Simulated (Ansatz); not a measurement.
# C2H4BFINO: the cost of one run

Program: Ansatz 0.2.0. Level of theory: RKS B3LYP/def2-SVP. These are calculated values, not measurements.

## Step 1: Starting point

Bond lengths: C1–O2 1.469 Å, O2–C3 1.406 Å, C3–F4 1.410 Å, C3–N5 1.394 Å, C3–B6 1.587 Å, N5–B6 1.579 Å, B6–I7 2.220 Å, C1–H8 1.050 Å, C1–H9 1.090 Å, C1–H10 1.095 Å, N5–H11 1.040 Å. Angles (14 of 19 angles, heavy atoms first): C1–O2–C3 110.1°, O2–C3–F4 119.0°, O2–C3–N5 112.2°, O2–C3–B6 117.2°, F4–C3–N5 115.5°, F4–C3–B6 116.8°, N5–C3–B6 63.6°, C3–N5–B6 64.2°, C3–B6–N5 52.3°, C3–B6–I7 147.5°, N5–B6–I7 150.1°, O2–C1–H8 108.3°, O2–C1–H9 106.1°, O2–C1–H10 109.0°.

Structure file:

```xyz
11

C     0.4943   -1.5610   -0.6181
O    -0.7164   -0.8314   -0.2194
C    -0.4710    0.5532   -0.2294
F    -0.0640    1.1678   -1.4317
N    -1.4103    1.2607    0.5194
B     0.0485    1.2067    1.1205
I     1.4032    1.0555    2.8726
H     0.2812   -2.5888   -0.5970
H     0.7157   -1.2449   -1.6378
H     1.3059   -1.3083    0.0726
H    -1.5217    2.2336    0.1689
```

## Step 2: End point A

Contents of input.yaml:

```yaml
crystal:
  periodic: [false, false, false]
  atoms:
    - { symbol: C, position_ang: [0.4943, -1.561, -0.6181] }
    - { symbol: O, position_ang: [-0.7164, -0.8314, -0.2194] }
    - { symbol: C, position_ang: [-0.471, 0.5532, -0.2294] }
    - { symbol: F, position_ang: [-0.064, 1.1678, -1.4317] }
    - { symbol: "N", position_ang: [-1.4103, 1.2607, 0.5194] }
    - { symbol: B, position_ang: [0.0485, 1.2067, 1.1205] }
    - { symbol: I, position_ang: [1.4032, 1.0555, 2.8726] }
    - { symbol: H, position_ang: [0.2812, -2.5888, -0.597] }
    - { symbol: H, position_ang: [0.7157, -1.2449, -1.6378] }
    - { symbol: H, position_ang: [1.3059, -1.3083, 0.0726] }
    - { symbol: H, position_ang: [-1.5217, 2.2336, 0.1689] }
basis:
  gaussian: { orbitals: def2-SVP }
hamiltonian:
  xc: b3lyp
relax:
  f_tol: 0.015
  max_steps: 40
```

Command:

```sh
ansatz run input.yaml --threads 2 --pin off --max-ram 3072MiB --backend cpu --events-out ev --progress --plain --runs-dir out
```

**Question.** How long does this run take on 2 threads of Intel Xeon Platinum 8259CL at 2.50GHz (Skylake/Cascade Lake), shared host, and how much memory does it need?

About 2.2 min, with a peak of 0.41 GiB.
